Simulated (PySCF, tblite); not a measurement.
# C₆H₁₁NSi+ (doublet): geometry, infrared bands and EPR parameters

Wanted: the infrared bands and EPR parameters of C₆H₁₁NSi+ (doublet) (`C=N[SiH2][C+]=[C]CCC`), by calculation.

Computed with tblite 0.8.0 and PySCF 2.14.0, with density-fitted response routines of our own, on a single molecule in the gas phase. Atoms count from 0, in the outputs and in this text.

### Step 1. Starting geometry

19 atoms, charge 1, multiplicity 2; geometry from: force field or distance geometry start.

Bonds of the start (Å): C0–N1 1.27, N1–Si2 1.78, Si2–C3 1.81, C3–C4 1.32, C4–C5 1.52, C5–C6 1.51, C6–C7 1.52, C0–H8 1.09, C0–H9 1.09, Si2–H10 1.48, Si2–H11 1.47, C5–H12 1.11, C5–H13 1.11, C6–H14 1.13, C6–H15 1.10, C7–H16 1.10, C7–H17 1.10, C7–H18 1.10.

### Step 2. Optimising the geometry with GFN2-xTB

What the job is given:

```
{"job": {"kind": "relax", "xc": "GFN2-xTB", "basis": "xTB"}, "charge": 1, "multiplicity": 2}
C     -3.830100     0.772100     0.594900
N     -3.208700    -0.261900     0.981600
Si    -2.344200    -1.370300    -0.113400
C     -0.593300    -1.306400     0.348500
C      0.695400    -1.019300     0.420200
C      1.224600    -0.004500    -0.573700
C      2.087700     0.995100     0.166100
C      3.222900     0.218700     0.815200
H     -3.865500     1.012300    -0.469500
H     -4.345100     1.412200     1.318300
H     -2.566000    -0.971300    -1.517300
H     -2.798800    -2.748800     0.132100
H      0.314900     0.480000    -0.980800
H      1.758100    -0.516400    -1.394900
H      1.419200     1.431900     0.971000
H      2.431500     1.791400    -0.506900
H      2.752500    -0.585600     1.407900
H      3.812900     0.932700     1.408000
H      3.822100    -0.252600     0.015300
```

Run with:

```console
OMP_NUM_THREADS=1 python probes_run.py task.json out
```

One launch serves the whole session: the jobs run in the order shown.

Output:

```text
step      E/eV     max force
  0    -611.63830    6.768
  1    -611.71379   11.728
  2    -612.25392    2.925
  3    -612.38095    2.235
  4    -612.70514    1.808
  5    -612.81676    1.086
  6    -612.94276    1.094
  7    -613.02829    0.954
  8    -613.07584    0.613
  9    -613.12632    0.930
 10    -613.17275    0.848
 11    -613.22418    0.686
 12    -613.26786    0.533
 13    -613.30267    0.399
 14    -613.34500    0.571
 15    -613.38477    0.532
 16    -613.41346    0.550
 17    -613.43682    0.455
 18    -613.46389    0.369
 19    -613.49557    0.481
 20    -613.52697    0.539
 21    -613.55365    0.437
 22    -613.57545    0.322
 23    -613.59560    0.306
 24    -613.61801    0.390
 25    -613.64190    0.420
 26    -613.66216    0.333
 27    -613.67811    0.348
 28    -613.69757    0.377
 29    -613.72101    0.433
 30    -613.74649    0.390
 31    -613.76127    0.349
 32    -613.78284    0.357
 33    -613.79990    0.375
 34    -613.81658    0.618
 35    -613.82947    0.300
 36    -613.84090    0.202
 37    -613.85287    0.209
 38    -613.85975    0.214
 39    -613.86929    0.242
 40    -613.87601    0.228
 41    -613.88123    0.191
 42    -613.88469    0.128
 43    -613.88758    0.135
 44    -613.89095    0.187
 45    -613.89515    0.162
 46    -613.89897    0.135
 47    -613.90135    0.149
 48    -613.90392    0.172
 49    -613.90730    0.177
 50    -613.91067    0.137
 51    -613.91347    0.122
 52    -613.91567    0.115
 53    -613.91787    0.120
 54    -613.92064    0.116
 55    -613.92379    0.144
 56    -613.92647    0.143
 57    -613.92841    0.114
 58    -613.93022    0.122
 59    -613.93222    0.123
 60    -613.93461    0.173
 61    -613.93671    0.136
 62    -613.93809    0.075
 63    -613.93906    0.072
 64    -613.94004    0.094
 65    -613.94108    0.112
 66    -613.94204    0.088
 67    -613.94283    0.067
 68    -613.94357    0.084
 69    -613.94439    0.103
 70    -613.94520    0.087
 71    -613.94593    0.080
 72    -613.94668    0.075
 73    -613.94760    0.105
 74    -613.94868    0.096
 75    -613.94977    0.071
 76    -613.95072    0.073
 77    -613.95165    0.101
 78    -613.95284    0.112
 79    -613.95415    0.090
 80    -613.95521    0.103
 81    -613.95615    0.106
 82    -613.95710    0.118
 83    -613.95837    0.096
 84    -613.95946    0.087
 85    -613.96070    0.074
 86    -613.96169    0.077
 87    -613.96257    0.072
 88    -613.96326    0.076
 89    -613.96395    0.073
 90    -613.96481    0.090
 91    -613.96601    0.093
 92    -613.96754    0.101
 93    -613.96895    0.109
 94    -613.97002    0.101
 95    -613.97065    0.080
 96    -613.97127    0.054
 97    -613.97176    0.063
 98    -613.97229    0.052
 99    -613.97270    0.055
100    -613.97311    0.052
101    -613.97368    0.070
102    -613.97459    0.088
103    -613.97574    0.111
104    -613.97690    0.089
105    -613.97797    0.092
106    -613.97922    0.120
107    -613.98083    0.128
108    -613.98316    0.130
109    -613.98491    0.115
110    -613.98587    0.077
111    -613.98666    0.069
112    -613.98796    0.134
113    -613.98921    0.103
114    -613.99046    0.071
115    -613.99132    0.058
116    -613.99180    0.088
117    -613.99246    0.092
118    -613.99319    0.072
119    -613.99365    0.060
120    -613.99386    0.047
121    -613.99413    0.051
122    -613.99438    0.066
123    -613.99458    0.035
124    -613.99470    0.034
125    -613.99481    0.027
126    -613.99491    0.026
127    -613.99500    0.025
128    -613.99507    0.023
129    -613.99513    0.016
130    -613.99519    0.014
131    -613.99525    0.013
132    -613.99530    0.013
133    -613.99534    0.016
134    -613.99539    0.017
135    -613.99544    0.016
136    -613.99550    0.017
137    -613.99556    0.017
138    -613.99562    0.021
139    -613.99570    0.026
140    -613.99578    0.023
141    -613.99583    0.014
142    -613.99585    0.008
```

Wall time 1.1 s (1 thread of Arm Neoverse V2, shared host).

Relaxation path: (not every step is listed)

| step | energy from step 0 (eV) | largest force (eV/Å) |
| --- | --- | --- |
| 0 | 0.0000 | 6.7679 |
| 1 | -0.0755 | 11.7276 |
| 2 | -0.6156 | 2.9253 |
| 3 | -0.7427 | 2.2347 |
| 4 | -1.0668 | 1.8079 |
| 5 | -1.1785 | 1.0858 |
| 6 | -1.3045 | 1.0939 |
| 7 | -1.3900 | 0.9537 |
| 8 | -1.4375 | 0.6132 |
| 20 | -1.8887 | 0.5387 |
| 32 | -2.1445 | 0.3567 |
| 44 | -2.2527 | 0.1867 |
| 56 | -2.2882 | 0.1429 |
| 68 | -2.3053 | 0.0839 |
| 80 | -2.3169 | 0.1026 |
| 92 | -2.3292 | 0.1014 |
| 104 | -2.3386 | 0.0890 |
| 116 | -2.3535 | 0.0875 |
| 128 | -2.3568 | 0.0234 |
| 137 | -2.3573 | 0.0170 |
| 138 | -2.3573 | 0.0208 |
| 139 | -2.3574 | 0.0264 |
| 140 | -2.3575 | 0.0226 |
| 141 | -2.3575 | 0.0142 |
| 142 | -2.3576 | 0.0081 |

Close pairs (by a distance rule), those that changed most:

| bond | before (Å) | after (Å) | change (Å) |
| --- | --- | --- | --- |
| C3–C4 | 1.322 | 1.213 | -0.110 |
| C4–C5 | 1.516 | 1.435 | -0.081 |
| C6–H14 | 1.134 | 1.092 | -0.042 |
| C0–N1 | 1.267 | 1.226 | -0.041 |
| Si2–C3 | 1.812 | 1.849 | +0.037 |
| N1–Si2 | 1.782 | 1.748 | -0.034 |
| C5–C6 | 1.514 | 1.538 | +0.024 |
| Si2–H10 | 1.476 | 1.453 | -0.023 |

The final coordinates are the input of the step that follows.

### Step 3. Infrared spectrum with GFN2-xTB

What the job is given:

```
{"job": {"kind": "ir", "xc": "GFN2-xTB", "basis": "xTB"}, "charge": 1, "multiplicity": 2}
C     -3.829902     0.704762     0.637534
N     -3.368945    -0.431055     0.633638
Si    -2.300455    -1.715939     0.121263
C     -0.775504    -0.775383    -0.337178
C      0.230727    -0.184946    -0.668059
C      1.457178     0.443626    -1.066751
C      2.187212     1.021850     0.156804
C      2.837193    -0.046915     1.014361
H     -3.452183     1.527747     0.023836
H     -4.674931     0.957612     1.282011
H     -2.996138    -2.317568    -1.004039
H     -2.091821    -2.472616     1.349188
H      1.218666     1.228948    -1.791044
H      2.099161    -0.287872    -1.565898
H      1.495056     1.618582     0.753969
H      2.964961     1.691231    -0.224819
H      2.084328    -0.731957     1.404831
H      3.346968     0.403695     1.862527
H      3.558627    -0.624549     0.440692
```

Output:

```text
mode    cm-1     km/mol
  1       9.0      0.80
  2      50.0      2.91
  3      59.7      0.42
  4      78.0      5.82
  5     110.1     11.49
  6     155.7     37.59
  7     182.7      9.40
  8     209.2     44.41
  9     242.5      0.30
 10     254.5      7.22
 11     319.3     10.41
 12     351.4      0.96
 13     436.9      8.78
 14     458.0     81.46
 15     527.7     33.19
 16     562.8     17.57
 17     622.0     16.18
 18     637.8     24.83
 19     697.1    114.05
 20     788.3     37.59
 21     834.3     22.72
 22     914.2      2.35
 23     964.8     38.29
 24     981.0     11.73
 25    1012.5     52.63
 26    1046.8     41.69
 27    1065.8    105.11
 28    1100.8     36.12
 29    1152.7     45.55
 30    1174.7     36.26
 31    1256.2     11.76
 32    1292.3      4.70
 33    1328.2     69.26
 34    1373.4     92.43
 35    1388.8     29.99
 36    1402.6     77.48
 37    1449.6     26.67
 38    1460.6      5.31
 39    1817.8    303.38
 40    2198.9    177.63
 41    2298.4     66.82
 42    2345.0     94.65
 43    2874.2      4.10
 44    2913.6    118.90
 45    2937.4     91.31
 46    2942.1     13.23
 47    2957.2     19.07
 48    2992.2     27.20
 49    3002.8     73.85
 50    3040.8     24.93
 51    3044.6     27.68
```

It took 0.67 s on 1 thread of Arm Neoverse V2, shared host.

The strongest bands and the atoms that carry them (share of the mass-weighted mode):

| cm⁻¹ | km/mol | atoms |
| --- | --- | --- |
| 697 | 114.0 | H10 50 %, H11 44 % |
| 1066 | 105.1 | C6 28 %, H14 19 %, C5 18 %, C7 13 % |
| 1373 | 92.4 | H13 33 %, H12 29 %, H14 10 % |
| 1818 | 303.4 | N1 51 %, C0 46 % |
| 2199 | 177.6 | C4 52 %, C3 47 % |
| 2345 | 94.7 | H10 97 % |
| 2914 | 118.9 | H9 82 %, H8 13 % |
| 2937 | 91.3 | H15 86 % |

### Step 4. g tensor and hyperfine couplings: B3LYP/pcH-1

The job, as its differences from that of step 3:

```diff
@@ -1,2 +1,2 @@
-{"job": {"kind": "ir", "xc": "GFN2-xTB", "basis": "xTB"}, "charge": 1, "multiplicity": 2}
+{"job": {"kind": "epr", "basis": "pcH-1"}, "charge": 1, "multiplicity": 2}
 C     -3.829902     0.704762     0.637534
```

Level: UKS B3LYP, pcH-1 on C H N Si, non-relativistic, mean-field spin-orbit, GIAO.

Output:

```text
UKS, coarse grid
  cycle   1  E = -579.09646035  |g| = 3.77e-01
  cycle   2  E = -578.80381897  |g| = 7.15e-01
  cycle   3  E = -579.12241763  |g| = 3.23e-01
  cycle   4  E = -579.17262380  |g| = 8.65e-02
  cycle   5  E = -579.17735297  |g| = 5.75e-02
  cycle   6  E = -579.17901681  |g| = 2.31e-02
  cycle   7  E = -579.17928462  |g| = 1.46e-02
  cycle   8  E = -579.17940917  |g| = 6.58e-03
  cycle   9  E = -579.17946044  |g| = 2.23e-03
  cycle  10  E = -579.17947367  |g| = 1.05e-03
  cycle  11  E = -579.17947712  |g| = 5.54e-04
UKS, final grid
  cycle   1  E = -579.17954365  |g| = 7.60e-04
  cycle   2  E = -579.17954242  |g| = 1.91e-03
  cycle   3  E = -579.17954440  |g| = 2.59e-04
  cycle   4  E = -579.17954451  |g| = 1.72e-04
  cycle   5  E = -579.17954463  |g| = 1.57e-04
  cycle   6  E = -579.17954468  |g| = 3.51e-05
  cycle   7  E = -579.17954468  |g| = 1.36e-05
E = -579.17954468 Eh   <S^2> = 0.7588 (exact 0.7500)
g shifts (ppm)      1          2          3
  rmc          -200       -200       -200
  gc             36        -13          6
  oz_so        -465       1265       2526
  total        -629       1051       2331
hyperfine (MHz)  atom isotope    a_iso     a_fc   dipolar eigenvalues
    0   13C     -54.95     -54.94    -15.57      4.77     10.80
    1   14N      30.09      30.12    -36.54    -29.06     65.60
    2  29Si      16.77      16.83     -2.99      0.11      2.89
    3   13C      50.43      50.34    -12.98    -11.96     24.95
    4   13C       8.20       8.15    -12.47     -9.38     21.85
    5   13C      -4.50      -4.51     -1.71     -0.96      2.66
    6   13C       1.28       1.28     -0.77     -0.73      1.50
    7   13C       0.00       0.00     -0.31     -0.02      0.33
    8    1H     219.49     219.50     -5.37     -2.28      7.65
    9    1H     210.86     210.86     -6.43     -3.51      9.93
   10    1H      10.93      10.93     -3.35     -2.20      5.55
   11    1H      31.25      31.25     -3.70     -1.78      5.47
   12    1H      17.73      17.73     -1.74     -0.26      2.00
   13    1H      32.87      32.86     -1.80     -1.27      3.07
   14    1H      -0.43      -0.43     -1.24     -0.32      1.56
   15    1H       7.22       7.22     -0.73     -0.46      1.20
   16    1H       3.25       3.25     -0.91     -0.47      1.39
   17    1H       0.60       0.60     -0.46     -0.27      0.73
   18    1H       0.02       0.02     -0.46     -0.40      0.85
```

Wall time 2.3 min (1 thread of Arm Neoverse V2, shared host); peak memory 1.1 GiB.

Principal g values 2.00169, 2.00337, 2.00465; g(iso) = 2.00324, against 2.00232 for a free electron.

Mean a(iso) over the nuclei that a row names, and the largest dipolar term of the row (other rows stand at the frozen geometry):

| nuclei | isotope | a(iso) (MHz) | a(iso) (G, at g = 2.0023) | largest dipolar term (MHz) |
| --- | --- | --- | --- | --- |
| H8 | 1H | 219.5 | 78.3 | 7.6 |
| H9 | 1H | 210.9 | 75.2 | 9.9 |
| C0 | 13C | -55.0 | -19.6 | -15.6 |
| C3 | 13C | 50.4 | 18.0 | 24.9 |
| N1 | 14N | 30.1 | 10.7 | 65.6 |
| H12, H13 | 1H | 25.3 | 9.0 | 3.1 |
| H10, H11 | 1H | 21.1 | 7.5 | 5.6 |
| Si2 | 29Si | 16.8 | 6.0 | -3.0 |
| C4 | 13C | 8.2 | 2.9 | 21.8 |
| C5 | 13C | -4.5 | -1.6 | 2.7 |
| H14, H15 | 1H | 3.4 | 1.2 | 1.6 |
| H16, H17, H18 | 1H | 1.3 | 0.5 | 1.4 |
| C6 | 13C | 1.3 | 0.5 | 1.5 |
| C7 | 13C | 0.0 | 0.0 | 0.3 |

Mulliken spin populations:

C0 -0.11; N1 0.72; Si2 -0.03; C3 0.10; C4 0.11; C5 0.00; C6 0.00; C7 0.00; H8 0.09; H9 0.08; H10 0.01; H11 0.02; H12 0.01; H13 0.01; H14 0.00; H15 0.00; H16 0.00; H17 0.00; H18 0.00

In first order the couplings over 0.8 MHz of 1H, 14N give 1290 distinct lines over 211.9 G, if the averaged nuclei exchange fast; the same motion can average rows kept apart here too.

The fields below are evaluated on a grid from the run's orbitals.

ELF in a plane through or near 5 of the atoms.

Ten even steps from ' ' (0.00) to '@' (1.00):
```
                                                        
                                                        
                                                        
                                      ::::              
                                    **@@%%::            
            ++##++..++++..          @@@@@@++....        
          ..@@@@%%==%%@@::          ##@@@@##++++..      
            ##@@@@**@@%%::    ..    ..**--..##**::      
            ..**##==****  ..----..  ..++**==++--        
              ::##%%++..  ==****--..==**--##==..        
            --++**%%--  ..**##**++::++##--%%++..        
          **@@@@%%++--    ++######==..##%%##==..        
        ..##@@@@@@==++..  ==****++::....--::..          
          ++@@@@**..--    ..::..::**==++--              
            ++++::              --@@@@@@**              
                                --@@@@%%++              
                                ::##%%**::              
                                    ..                  
                                                        
                                                        
```
The map spans 14.3 Å across and 9.8 Å up, centred on the molecule. Atoms in the plane (x, y in Å): N1 (3.4, 0.0), C6 (-2.3, 0.7), H8 (3.2, 2.0), H15 (-3.2, 1.3), H18 (-3.4, -1.1).

On the surface of density 0.002 e/bohr³ the electrostatic potential runs, from the 1st to the 99th percentile, from 2.50 to 5.69 V.

The spin density lies nearest to N1 55 %; C3, C4 about 9 % each; H8, H9 about 7 % each.

### Step 5. Summary of results

| quantity | value |
| --- | --- |
| strongest single infrared mode (GFN2-xTB) | 1818 cm⁻¹, 303 km/mol |
| zero-point energy (GFN2-xTB) | 90.5 kcal/mol |
| g(iso) (B3LYP) | 2.00324 |
| ⟨S²⟩ | 0.759 (exact 0.75) |
| largest a(iso) (averaged by class) | 1H on H8, 219.5 MHz |

What this shows: The optimisation took 142 steps and gained 2.358 eV; among the close pairs (by a distance rule), C3–C4 changed most, from 1.322 to 1.213 Å. No mode is imaginary among the 51: a minimum at this level. The strongest single mode, at 1818 cm⁻¹, moves mainly N1 and C0. GFN2-xTB is a fitted tight-binding method: band positions and strengths are rough. Its intensities can rank the bands wrongly. Most of the unpaired spin sits on N1 (0.72 e). The isotropic g lies 0.9 ppt above the free-electron value. These values are for one conformer; the search (at its own cheap level) found 2 more, at 0.49, 0.67 kcal/mol, and measured spectra average over such forms.
